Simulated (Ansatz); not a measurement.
# GaH₃NO radical: one species, many methods

How much do the methods differ for GaH₃NO radical? The plan is to run it at one geometry with functionals of several rungs and with coupled cluster. The yardstick is the atomisation energy at the CCSD(T) limit.

The runs use Ansatz 0.2.0, Gaussian basis; functionals in def2-TZVPP, the program's frozen cores in correlated methods.

Plan: LDA (SPW92), PBE-D4, revPBE-D4, BLYP-D4, r2SCAN-D4, B97M-V, PBE0-D4, B3LYP-D4, r2SCANh-D4, r2SCAN0-D4, HSE06-D4, BHLYP-D4, CAM-B3LYP-D4, LC-ωPBE, ωB97X-V, ωB97M-V, B2PLYP, PBE-QIDH; CCSD(T)/def2-SVP; CCSD(T)/def2-TZVPP; MP2/def2-QZVPP; extrapolation to the limit; RPA on PBE.

## (1) The relaxed structure

An earlier PBE0-D4 in a triple-zeta def2 set relaxation fixed the geometry.

SMILES `[NH2][Ga][OH]`, 6 atoms, charge 0, spin multiplicity 2.

Atoms are counted from 1 here; the program's logs count them from 0.

Bond lengths: N1–Ga2 1.856 Å, N1–H4 1.010 Å, N1–H5 1.013 Å, Ga2–O3 1.803 Å, O3–H6 0.962 Å. Angles: Ga2–N1–H4 117.4°, Ga2–N1–H5 116.5°, H4–N1–H5 109.3°, N1–Ga2–O3 117.5°, Ga2–O3–H6 112.9°.

## (2) LDA

This LDA is Slater exchange with PW92 correlation.

The input, in.yaml:

```yaml
crystal:
  periodic: [false, false, false]
  atoms:
    - {symbol: N, position_ang: [0.818259, 0.748115, -0.272496]}
    - {symbol: Ga, position_ang: [0.079421, -0.917118, -0.624985]}
    - {symbol: O, position_ang: [-1.210985, -1.506716, 0.487077]}
    - {symbol: H, position_ang: [1.452630, 1.129652, -0.959579]}
    - {symbol: H, position_ang: [0.176846, 1.471749, 0.028267]}
    - {symbol: H, position_ang: [-1.274072, -0.989583, 1.295515]}
basis:
  gaussian: {orbitals: def2-TZVPP}
magnetization: {spin_polarized: true, initial_magnetization: 1}
hamiltonian: {xc: lda}
output: {orbitals: {seedname: orbitals}}
```

After this run come: PBE-D4 (GGA); revPBE-D4 (GGA); BLYP-D4 (GGA); r2SCAN-D4 (meta-GGA); B97M-V (meta-GGA); PBE0-D4 (hybrid); B3LYP-D4 (hybrid); r2SCANh-D4 (hybrid); r2SCAN0-D4 (hybrid); HSE06-D4 (hybrid); BHLYP-D4 (hybrid); CAM-B3LYP-D4 (range-separated); LC-ωPBE-D4 (range-separated); ωB97X-V (range-separated); ωB97M-V (range-separated); B2PLYP (double hybrid); PBE-QIDH (double hybrid); CCSD(T) in def2-SVP; CCSD(T) in def2-TZVPP; MP2 in def2-QZVPP; RPA on PBE orbitals.

Before running them: what should the planned runs give, taken together? Wanted: atomisation energy, CCSD(T)/CBS; farthest beyond LDA; mean size of error, GGA; mean size of error, meta-GGA; mean size of error, hybrid; mean size of error, range-separated; mean size of error, double hybrid; gap, smallest and largest; T1 diagnostic.

The runs gave:

| quantity | value |
| --- | --- |
| atomisation energy, CCSD(T)/CBS | 1847.1 kJ/mol |
| functionals within 18.5 kJ/mol (1.0 %) | BLYP-D4, r2SCAN-D4, B3LYP-D4, CAM-B3LYP-D4, LC-ωPBE, ωB97X-V, ωB97M-V |
| farthest beyond LDA | BHLYP-D4 (-103.6 kJ/mol) |
| mean size of error, GGA | 21.8 kJ/mol |
| mean size of error, meta-GGA | 11.0 kJ/mol |
| mean size of error, hybrid | 41.6 kJ/mol |
| mean size of error, range-separated | 5.1 kJ/mol |
| mean size of error, double hybrid | 29.8 kJ/mol |
| gap, smallest and largest | 0.97 eV (LDA (SPW92)), 8.32 eV (LC-ωPBE) |
| T1 diagnostic | 0.0161 |
| triples share of the correlation energy | 3.8 % |

In words: The LDA atomisation energy is off by 313.3 kJ/mol (17 %): it overbinds. PBE-D4 misses by +38.3 kJ/mol. Double hybrids carry the basis error of their MP2 part in triple zeta, and no dispersion term here, so their miss is partly the set-up's. The rungs range-separated, meta-GGA miss on average by less than the doubt on the reference (18.5 kJ/mol), so they tie. The reference freezes the cores and leaves out relativity and excitations past (T), and its outer-core shells are covered unevenly, so misses under about 18.5 kJ/mol can't be ranked. Hartree-Fock recovers 64 % of the binding; the rest is correlation. CCSD(T) in def2-SVP is off by -165.6 kJ/mol, worse than the median functional, from the basis alone. The gap grows from 1.0 to 8.3 eV across the functionals, mostly with the share of exact exchange. Correlated methods include outer-core shells of Ga, which these sets cover unevenly.
